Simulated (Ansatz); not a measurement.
# C₆H₈BCl₂N: up Jacob's ladder to CCSD(T)

One table from this session's results is given with a row withheld; the runs are named, their logs left out.

Method: functionals in def2-TZVPP, the program's frozen cores in correlated methods; program: Ansatz 0.2.0, Gaussian basis.

Plan: LDA (SPW92), PBE-D4, revPBE-D4, BLYP-D4, r2SCAN-D4, B97M-V, PBE0-D4, B3LYP-D4, r2SCANh-D4, r2SCAN0-D4, HSE06-D4, BHLYP-D4, CAM-B3LYP-D4, LC-ωPBE, ωB97X-V, ωB97M-V, B2PLYP, PBE-QIDH; CCSD(T)/def2-SVP; CCSD(T)/def2-TZVPP; MP2/def2-QZVPP; extrapolation to the limit; RPA on PBE.

## The geometry

The geometry comes from an earlier relaxation with PBE0-D4 in a triple-zeta def2 set; it is a stationary point, not always the lowest conformer.

SMILES `C[B-](Cl)(Cl)[n+]1ccccc1`, 18 atoms, charge 0, spin multiplicity 1.

Atoms are counted from 1 here; the program's logs count them from 0.

Bond lengths: C1–B2 1.592 Å, C1–H11 1.095 Å, C1–H12 1.095 Å, C1–H13 1.092 Å, B2–Cl3 1.855 Å, B2–Cl4 1.855 Å, B2–N5 1.630 Å, N5–C6 1.337 Å, N5–C10 1.337 Å, C6–C7 1.379 Å, C6–H14 1.082 Å, C7–C8 1.384 Å, C7–H15 1.082 Å, C8–C9 1.384 Å, C8–H16 1.084 Å, C9–C10 1.379 Å, C9–H17 1.082 Å, C10–H18 1.082 Å. Angles: B2–C1–H11 111.8°, B2–C1–H12 111.8°, B2–C1–H13 109.8°, H11–C1–H12 108.1°, H11–C1–H13 107.6°, H12–C1–H13 107.6°, C1–B2–Cl3 112.6°, C1–B2–Cl4 112.6°, C1–B2–N5 107.6°, Cl3–B2–Cl4 109.9°, Cl3–B2–N5 106.9°, Cl4–B2–N5 106.9°, B2–N5–C6 120.1°, B2–N5–C10 120.1°, C6–N5–C10 119.5°, N5–C6–C7 121.8°, N5–C6–H14 115.4°, C7–C6–H14 122.8° and more.

The first run:

in.yaml

```yaml
crystal:
  periodic: [false, false, false]
  atoms:
    - {symbol: C, position_ang: [1.373806, -1.677502, -1.269208]}
    - {symbol: B, position_ang: [1.323649, -0.087389, -1.219475]}
    - {symbol: Cl, position_ang: [2.912607, 0.656747, -0.616841]}
    - {symbol: Cl, position_ang: [0.854592, 0.661657, -2.850545]}
    - {symbol: N, position_ang: [0.166724, 0.336779, -0.152216]}
    - {symbol: C, position_ang: [-1.103907, 0.452404, -0.551124]}
    - {symbol: C, position_ang: [-2.126571, 0.689355, 0.342850]}
    - {symbol: C, position_ang: [-1.830106, 0.808727, 1.689903]}
    - {symbol: C, position_ang: [-0.512395, 0.680546, 2.094846]}
    - {symbol: C, position_ang: [0.460974, 0.443884, 1.147417]}
    - {symbol: H, position_ang: [0.419978, -2.103801, -1.596676]}
    - {symbol: H, position_ang: [1.621418, -2.106680, -0.292855]}
    - {symbol: H, position_ang: [2.140106, -2.001949, -1.976018]}
    - {symbol: H, position_ang: [-1.265380, 0.362080, -1.616712]}
    - {symbol: H, position_ang: [-3.139835, 0.782405, -0.024738]}
    - {symbol: H, position_ang: [-2.613966, 1.000327, 2.413061]}
    - {symbol: H, position_ang: [-0.228431, 0.766520, 3.135257]}
    - {symbol: H, position_ang: [1.509335, 0.347088, 1.394974]}
basis:
  gaussian: {orbitals: def2-TZVPP}
hamiltonian: {xc: lda}
output: {orbitals: {seedname: orbitals}}
```

Steps of the session up to this table: LDA; PBE-D4 (GGA); revPBE-D4 (GGA); BLYP-D4 (GGA); r2SCAN-D4 (meta-GGA); B97M-V (meta-GGA); PBE0-D4 (hybrid); B3LYP-D4 (hybrid); r2SCANh-D4 (hybrid); r2SCAN0-D4 (hybrid); HSE06-D4 (hybrid); BHLYP-D4 (hybrid); CAM-B3LYP-D4 (range-separated); LC-ωPBE (range-separated); ωB97X-V (range-separated); ωB97M-V (range-separated); B2PLYP (double hybrid); PBE-QIDH (double hybrid).

One table of the session follows, with a row left open; its other results are not shown here.

It belongs to the step «Orbital energies across the functionals». 

```
  functional  HOMO (eV)  LUMO (eV)  gap (eV)
 LDA (SPW92)      -6.35      -3.48      2.87
      PBE-D4      -6.19      -3.25      2.94
   revPBE-D4      -6.12      -3.16      2.97
     BLYP-D4      -6.01      -3.09      2.92
   r2SCAN-D4      -6.51      -3.14      3.38
      B97M-V      -6.62      -3.07      3.55
     PBE0-D4      -7.55      -2.38      5.17
    B3LYP-D4          ?          ?         ?
  r2SCANh-D4      -7.01      -2.81      4.20
  r2SCAN0-D4      -7.77      -2.33      5.44
    HSE06-D4      -7.15      -2.76      4.39
    BHLYP-D4      -8.76      -1.37      7.39
CAM-B3LYP-D4      -8.89      -1.31      7.59
     LC-ωPBE     -10.32      -0.30     10.02
     ωB97X-V      -9.95      -0.30      9.66
     ωB97M-V      -9.80      -0.34      9.46
```

**Question.** Estimate the row for B3LYP-D4.

Worked estimate for «HOMO (eV)». Against the share of exact exchange, BLYP-D4 (0, -6.01), BHLYP-D4 (0.5, -8.76) give a slope of -5.50 per unit share; at 0.2 the line stands at -7.11.

The run gave: HOMO (eV): -7.26; LUMO (eV): -2.57; gap (eV): 4.69. In «HOMO (eV)» the line misses by +0.15.
